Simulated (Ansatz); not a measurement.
**CH7BSi2: small, medium and large basis sets**

One table from this session's results is given with a row withheld; the runs are named, their logs left out.

The runs use Ansatz 0.2.0, Gaussian basis; one geometry, several basis sets.

The runs, in order: PBE0-D4/def2-SVP; ωB97M-V/def2-SVP; PBE0-D4/def2-QZVPP; ωB97M-V/def2-QZVPP; the functionals' def2-TZVPP values are taken from earlier runs.

### Structure used throughout

The geometry comes from an earlier relaxation with PBE0-D4 in a triple-zeta def2 set; it is a stationary point, not always the lowest conformer.

SMILES `B1C[SiH2][SiH2]1`, 11 atoms, charge 0, spin multiplicity 1.

Atoms are counted from 1 here; the program's logs count them from 0.

Bond lengths: B1–C2 1.536 Å, B1–Si4 1.948 Å, B1–H5 1.203 Å, C2–Si3 1.942 Å, C2–H6 1.087 Å, C2–H7 1.091 Å, Si3–Si4 2.406 Å, Si3–H8 1.482 Å, Si3–H9 1.480 Å, Si4–H10 1.486 Å, Si4–H11 1.481 Å. Angles: C2–B1–Si4 115.9°, C2–B1–H5 118.1°, Si4–B1–H5 112.5°, B1–C2–Si3 78.3°, B1–C2–H6 119.3°, B1–C2–H7 120.2°, Si3–C2–H6 118.1°, Si3–C2–H7 103.1°, H6–C2–H7 112.2°, C2–Si3–Si4 85.1°, C2–Si3–H8 108.1°, C2–Si3–H9 116.6°, Si4–Si3–H8 107.4°, Si4–Si3–H9 123.9°, H8–Si3–H9 112.2°, B1–Si4–Si3 60.2°, B1–Si4–H10 124.6°, B1–Si4–H11 120.8° and more.

Set-up of the first run:

in.yaml reads:

```yaml
crystal:
  periodic: [false, false, false]
  atoms:
    - {symbol: B, position_ang: [0.511816, -0.322620, 1.017709]}
    - {symbol: C, position_ang: [0.990906, -1.029392, -0.259564]}
    - {symbol: Si, position_ang: [-0.691629, -0.256232, -0.846486]}
    - {symbol: Si, position_ang: [-0.231558, 1.461666, 0.774194]}
    - {symbol: H, position_ang: [-0.099792, -0.969317, 1.827510]}
    - {symbol: H, position_ang: [1.085944, -2.112088, -0.264811]}
    - {symbol: H, position_ang: [1.723196, -0.549069, -0.909950]}
    - {symbol: H, position_ang: [-0.483458, 0.333993, -2.190000]}
    - {symbol: H, position_ang: [-1.879188, -1.137824, -0.799844]}
    - {symbol: H, position_ang: [0.407260, 2.541094, -0.022631]}
    - {symbol: H, position_ang: [-1.268099, 1.982790, 1.694573]}
basis:
  gaussian: {orbitals: def2-SVP}
hamiltonian: {xc: pbe0, dispersion: d4}
output: {orbitals: {seedname: orbitals}}
```

On the command line:

```console
> ansatz run in.yaml --threads 2 --pin off --events-out ev --progress --plain --max-ram 4352MiB
```

Among the steps run: PBE0-D4 in def2-SVP; ωB97M-V in def2-SVP; PBE0-D4 in def2-QZVPP; ωB97M-V in def2-QZVPP.

One table of the session follows, with a row left open; its other results are not shown here.

It belongs to the step «Functionals by basis». 

```
functional       basis  HOMO (eV)
   PBE0-D4    def2-SVP          ?
   PBE0-D4  def2-TZVPP      -6.88
   PBE0-D4  def2-QZVPP      -6.88
   ωB97M-V    def2-SVP      -8.84
   ωB97M-V  def2-TZVPP      -8.84
   ωB97M-V  def2-QZVPP      -8.84
```

**Question.** Estimate the row for PBE0-D4, def2-SVP.

The run gave: HOMO (eV): -6.91. In the column «HOMO (eV)» it lies between ωB97M-V, def2-QZVPP (-8.84) and PBE0-D4, def2-TZVPP (-6.88).
